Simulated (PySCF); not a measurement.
**C2HCl2F3 (2,2-Dichloro-1,1,1-trifluoroethane) at 3 levels**

Wanted: a comparison of 3 runs (HF/STO-3G, PBE0/def2-SVP, r2SCAN/cc-pVDZ) of C2HCl2F3 (2,2-Dichloro-1,1,1-trifluoroethane). Input form: a Python script.

The results are computed with PySCF 2.14.0.

### Step 1. The molecule

C2HCl2F3: 8 atoms, total charge 0, spin state singlet. SMILES: `FC(F)(F)C(Cl)Cl`. The shape is that of a GFN2-xTB optimisation.

Bond lengths: F1–C2 1.336 Å, C2–F3 1.336 Å, C2–F4 1.328 Å, C2–C5 1.533 Å, C5–Cl6 1.772 Å, C5–Cl7 1.773 Å, C5–H8 1.093 Å. Some angles: F1–C2–F3 106.7°, F1–C2–F4 107.5°, F1–C2–C5 110.9°, F3–C2–F4 107.5°, F3–C2–C5 110.9°, F4–C2–C5 113.0°, C2–C5–Cl6 108.9°, C2–C5–Cl7 108.9°, Cl6–C5–Cl7 111.4°, C2–C5–H8 109.4°.

### Step 2. Energy and gradient at HF/STO-3G (run 1)

Contents of run.py:

```python
from pyscf import gto, scf

mol = gto.M(
    atom='''
F   -0.217820  -1.357250   1.148110
C    0.180170  -0.752770   0.024660
F    1.489780  -0.989360  -0.096080
F   -0.430260  -1.352890  -0.990360
C   -0.099550   0.753410   0.085840
Cl  -1.840150   1.006060   0.301120
Cl   0.484180   1.506040  -1.409740
H    0.433640   1.186750   0.936440
''',
    max_memory=1860,
    charge=0,
    verbose=4,
    basis='sto-3g',
)

mf = scf.RHF(mol)
mf.conv_tol = 1e-10
mf.kernel()
if not mf.converged:
    mf = mf.newton().run(mf.mo_coeff, mf.mo_occ)

e_final = mf.e_tot
print(f'total energy: {e_final:.8f} hartree')
grad = mf.nuc_grad_method().kernel()
mf.analyze()
```

The run is started by

```sh
OMP_NUM_THREADS=1 python run.py
```

Log:

```text
PySCF version 2.14.0

[... 78 lines left out ...]
Two-electron Coulomb Energy =         1081.284776144987973
[... 10 lines left out ...]
MO #8   energy= -10.4318580651166  occ= 2
[... 8 lines left out ...]
MO #17  energy= -1.54550098182925  occ= 2
[... 8 lines left out ...]
MO #26  energy= -0.605163730500264 occ= 2
[... 8 lines left out ...]
MO #35  energy= -0.432838617205384 occ= 2
[... 8 lines left out ...]
MO #44  energy= 0.662865972315448  occ= 0
[... 55 lines left out ...]
Dipole moment(X, Y, Z, Debye):  0.96922,  0.09361,  1.34927
```

Run time: 7.8 s. Hardware: 1 thread of Intel Xeon at 2.50GHz (Skylake/Cascade Lake), shared host; peak memory 0.12 GiB.

### Step 3. Energy and gradient at PBE0/def2-SVP (run 2)

Contents of input.xyz:

```xyz
8

F     -0.217820    -1.357250     1.148110
C      0.180170    -0.752770     0.024660
F      1.489780    -0.989360    -0.096080
F     -0.430260    -1.352890    -0.990360
C     -0.099550     0.753410     0.085840
Cl    -1.840150     1.006060     0.301120
Cl     0.484180     1.506040    -1.409740
H      0.433640     1.186750     0.936440
```

Contents of input.py:

```python
# 2,2-Dichloro-1,1,1-trifluoroethane
import pyscf.grad
from pyscf import gto, dft

mol = gto.M(
    atom='input.xyz',
    basis='def2-svp',
    max_memory=1860,
    verbose=4,
)

mf = dft.RKS(mol, xc='pbe0')
mf.grids.level = 5
mf.conv_tol = 1e-10
mf.kernel()
if not mf.converged:
    mf = mf.newton().run(mf.mo_coeff, mf.mo_occ)

e_final = mf.e_tot
print(f'total energy: {e_final:.8f} hartree')
grad = mf.Gradients().kernel()
dip = mf.dip_moment()
pop, q = mf.mulliken_pop()
```

The run is started by

```sh
OMP_NUM_THREADS=1 python input.py
```

Log:

```text
PySCF version 2.14.0

[... 77 lines left out ...]
converged SCF energy = -1295.49678627029
total energy: -1295.49678627 hartree
[... 12 lines left out ...]
Dipole moment(X, Y, Z, Debye):  0.41860,  1.10025,  0.89592
[... 120 lines left out ...]
charge of    7H =      0.14787
```

It took 1.7 min on 1 thread of Intel Xeon at 2.50GHz (Skylake/Cascade Lake), shared host; peak memory 1.1 GiB.

### Step 4. Energy and forces at r2SCAN/cc-pVDZ (run 3)

Contents of job.py:

```python
# 2,2-Dichloro-1,1,1-trifluoroethane
from pyscf import gto, dft

mol = gto.M(
    atom='''
F     -0.217820    -1.357250     1.148110
C      0.180170    -0.752770     0.024660
F      1.489780    -0.989360    -0.096080
F     -0.430260    -1.352890    -0.990360
C     -0.099550     0.753410     0.085840
Cl    -1.840150     1.006060     0.301120
Cl     0.484180     1.506040    -1.409740
H      0.433640     1.186750     0.936440
''',
    max_memory=1860,
    verbose=4,
    spin=0,
    basis='cc-pvdz',
)

mf = dft.RKS(mol)
mf.xc = 'r2scan'
mf.grids.level = 5
mf.conv_tol = 1e-10
mf.kernel()
if not mf.converged:
    mf = mf.newton().run(mf.mo_coeff, mf.mo_occ)

energy = mf.e_tot
print('E = %.10f Eh' % energy)
grad = mf.nuc_grad_method().kernel()
mf.analyze()
```

The run is started by

```sh
OMP_NUM_THREADS=1 python job.py
```

Log:

```text
PySCF version 2.14.0

[... 114 lines left out ...]
MO #11  energy= -7.14455704528484  occ= 2
[... 19 lines left out ...]
MO #31  energy= -0.395240418649074 occ= 2
[... 19 lines left out ...]
MO #51  energy= 0.483788917104292  occ= 0
[... 19 lines left out ...]
MO #71  energy= 1.02884047590098   occ= 0
[... 19 lines left out ...]
MO #91  energy= 1.96953193910961   occ= 0
[... 19 lines left out ...]
MO #111 energy= 4.106789870991     occ= 0
[... 122 lines left out ...]
Dipole moment(X, Y, Z, Debye):  0.48632,  0.85966,  0.91849
```

Run time: 2.6 min. Hardware: 1 thread of Intel Xeon at 2.50GHz (Skylake/Cascade Lake), shared host; peak memory 1.1 GiB.

### Step 5. Overview of the runs

```
run           level  integration grid   energy (Eh)  dipole moment (D)  HOMO energy (eV)  LUMO energy (eV)  wall time
  1       HF/STO-3G                 –  -1278.659714               1.66            -11.03              7.76      7.8 s
  2   PBE0/def2-SVP                 5  -1295.496786               1.48             -9.15             -0.06    1.7 min
  3  r2SCAN/cc-pVDZ                 5  -1296.551232               1.35             -8.13             -1.32    2.6 min
```

### Step 6. What came out

| quantity | value |
| --- | --- |
| run 3: total energy | -1296.55123 Eh |
| run 3: dipole moment | 1.35 D |
| run 3: HOMO energy | -8.13 eV |
| run 3: LUMO energy | -1.32 eV |
| run 3: HOMO–LUMO gap | 6.81 eV |
| run 3: largest force on an atom | 0.604 eV/Å |

**Reading.** The dipole moment (its size) runs from 1.35 D (r2SCAN/cc-pVDZ) to 1.66 D (HF/STO-3G). The two ends differ in method and basis. The HOMO–LUMO gap runs from 6.81 eV (r2SCAN/cc-pVDZ) to 18.78 eV (HF/STO-3G). Totals of different functionals can't be ranked against each other. In run 1 the basis is minimal, so the values are rough. All runs together took 4.4 min, the longest 2.6 min.
